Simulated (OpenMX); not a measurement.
Crystal: HfIn4SiO6.

```
Hf In Si O
1.0
     2.71603   -4.70332    0.00448
     2.71603    4.70332    0.00448
    -1.86309    0.00000    7.40415
Hf In Si O
1 4 1 6
Direct
  0.20480 0.79520 0.00000
  0.37139 0.62861 0.50000
  0.53812 0.46188 0.00000
  0.03500 0.96500 0.50000
  0.70907 0.29093 0.50000
  0.87146 0.12854 0.00000
  0.10741 0.06918 0.86667
  0.93082 0.89259 0.13333
  0.83975 0.37820 0.86669
  0.62180 0.16025 0.13331
  0.19813 0.46891 0.13338
  0.53109 0.80187 0.86662
```

The cell was built by a generator and needn't be a form met in nature.

Program: OpenMX 3.8.5. Alike in all runs: no spin polarisation; cell as given; k mesh 7 × 7 × 5; smearing fermi-dirac 0.05 eV.

Order these runs on this cell by their pressure, lowest first.
A. level LDA; potentials or basis OpenMX 2013 LDA set, Hf7.0-s3p2d2f1, In7.0-s3p2d2, Si7.0-s2p2d1, O6.0-s2p2d1, grid cutoff 500 Ry
B. level PBE; potentials or basis OpenMX 2013 PBE set, Hf7.0-s3p2d2f1, In7.0-s3p2d2, Si7.0-s2p2d1, O6.0-s2p2d1, grid cutoff 500 Ry
C. level PBE; potentials or basis OpenMX 2013 PBE set, Hf7.0-s3p2d2, In7.0-s3p2d1, Si7.0-s2p1d1, O6.0-s2p2, grid cutoff 500 Ry

A (-7.0 GPa), B (0.7 GPa), C (3.0 GPa).

Caveats: the basis of atomic orbitals isn't converged, which shifts pressures, moduli and gaps.
